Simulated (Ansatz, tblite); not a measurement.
# Cu(AsH3)(SH) (AsCuH4S): one state, many levels

Aim: run the singlet of Cu(AsH3)(SH) (AsCuH4S) at one geometry on many levels, and compare frontier levels, spin and run time.

The runs use Ansatz 0.2.0, Gaussian basis; as each input shows.

Plan: GFN1-xTB, GFN2-xTB, PBE-D4/def2-TZVP, r2SCAN-D4/def2-TZVP, HSE06-D4/def2-TZVP, BHLYP-D4/def2-TZVP, BLYP-D4/def2-TZVP, HF/def2-TZVP, CAM-B3LYP-D4/def2-TZVP, r2SCAN0-D4/def2-TZVP, ωB97X-V/def2-TZVP, PBE-D4/def2-SVP, PBE0-D4/def2-SVP, HF/STO-3G, HF/6-31G, B3LYP-D4/6-31G, PBE0-D4/def2-TZVPD, PBE-D4/def2-TZVPD, r2SCAN-D4/def2-TZVPD, CCSD(T)/def2-TZVPP, MP2/def2-TZVP, RPA/def2-TZVP.

### 1 The structure

The singlet was relaxed beforehand with B3LYP-D4/def2-SVP.

7 atoms, charge 0, spin multiplicity 1.

Bond lengths: Cu1–As2 2.313 Å, Cu1–S6 2.161 Å, As2–H3 1.517 Å, As2–H4 1.516 Å, As2–H5 1.517 Å, S6–H7 1.357 Å. Angles: As2–Cu1–S6 177.7°, Cu1–As2–H3 120.3°, Cu1–As2–H4 119.1°, Cu1–As2–H5 121.3°, H3–As2–H4 96.9°, H3–As2–H5 96.7°, H4–As2–H5 96.9°, Cu1–S6–H7 92.8°.

Formally the metal is d10. No spin-orbit coupling is included.

PBE0-D4/def2-TZVP was run before; its log isn't repeated, and its numbers join the tables.

### 2 GFN1-xTB

Tight binding, by tblite at 300 K electronic temperature and without a spin-polarisation term:

```python
tblite.interface.Calculator('GFN1-xTB', numbers, positions, charge=0, uhf=0).singlepoint()
```

Energy -346.6014 eV, HOMO -9.99 eV, LUMO -7.10 eV; 0.004 s.

### 3 GFN2-xTB

Tight binding, by tblite at 300 K electronic temperature and without a spin-polarisation term:

```python
tblite.interface.Calculator('GFN2-xTB', numbers, positions, charge=0, uhf=0).singlepoint()
```

Energy -313.9771 eV, HOMO -8.74 eV, LUMO -6.27 eV; 0.003 s.

### 4 PBE-D4/def2-TZVP

start.molden holds the orbitals of an earlier run on this state, given as this run's starting guess.

in.yaml reads:

```yaml
crystal:
  periodic: [false, false, false]
  atoms:
    - {symbol: Cu, position_ang: [0.160789, 0.055355, -1.014432]}
    - {symbol: As, position_ang: [0.151772, 0.039804, 1.298392]}
    - {symbol: H, position_ang: [-0.889725, 0.831528, 2.065810]}
    - {symbol: H, position_ang: [1.362900, 0.562711, 2.044939]}
    - {symbol: H, position_ang: [0.002133, -1.252919, 2.077671]}
    - {symbol: S, position_ang: [0.235743, 0.126822, -3.173339]}
    - {symbol: H, position_ang: [-1.023613, -0.363300, -3.299051]}
basis:
  gaussian: {orbitals: def2-TZVP, initial_orbitals: start.molden}
hamiltonian: {xc: pbe, dispersion: d4}
scf: {omitted_lower_state_checks: [starts]}
output: {orbitals: {seedname: orbitals}}
```

Command:

```
> ansatz run in.yaml --threads 4 --pin off --events-out ev --progress --plain --max-ram 3916MiB
```

Further steps of the session: r2SCAN-D4/def2-TZVP; HSE06-D4/def2-TZVP; BHLYP-D4/def2-TZVP; BLYP-D4/def2-TZVP; HF/def2-TZVP; CAM-B3LYP-D4/def2-TZVP; r2SCAN0-D4/def2-TZVP; ωB97X-V/def2-TZVP; PBE-D4/def2-SVP; PBE0-D4/def2-SVP; HF/STO-3G; HF/6-31G; B3LYP-D4/6-31G; PBE0-D4/def2-TZVPD; PBE-D4/def2-TZVPD; r2SCAN-D4/def2-TZVPD; CCSD(T)/def2-TZVPP; MP2/def2-TZVP; RPA/def2-TZVP.

**Question.** What will the summary of the whole plan be? Wanted: gap in def2-TZVP, named functionals and Hartree-Fock, smallest and largest; correlation energy, CCSD(T)/def2-TZVPP; correlation energy, MP2/def2-TZVP; binding an atom, CCSD(T)/def2-TZVPP; PBE0 total energy, smallest basis above largest.

As calculated:

| quantity | value |
| --- | --- |
| gap in def2-TZVP, named functionals and Hartree-Fock, smallest and largest | 2.98 eV (BLYP-D4), 9.92 eV (HF) |
| correlation energy, CCSD(T)/def2-TZVPP | -27.29 eV |
| correlation energy, MP2/def2-TZVP | -24.68 eV |
| binding an atom, CCSD(T)/def2-TZVPP | 2.445 eV |
| PBE0 total energy, smallest basis above largest | 18.12 eV (def2-SVP, def2-TZVPD) |

In words: Over the named functionals and Hartree-Fock in def2-TZVP the gap runs from 2.98 eV (BLYP-D4) to 9.92 eV (HF); exact exchange widens it. A small miss in a minimal or small basis is a cancelling of errors, not accuracy. The functionals in def2-TZVP miss CCSD(T)/def2-TZVPP by -0.038 (BHLYP-D4) to +0.102 eV (ωB97X-V) an atom. The reference is CCSD(T) in one finite basis, so it carries an error of its own, often a tenth of an eV or more, and near misses can't be ranked.
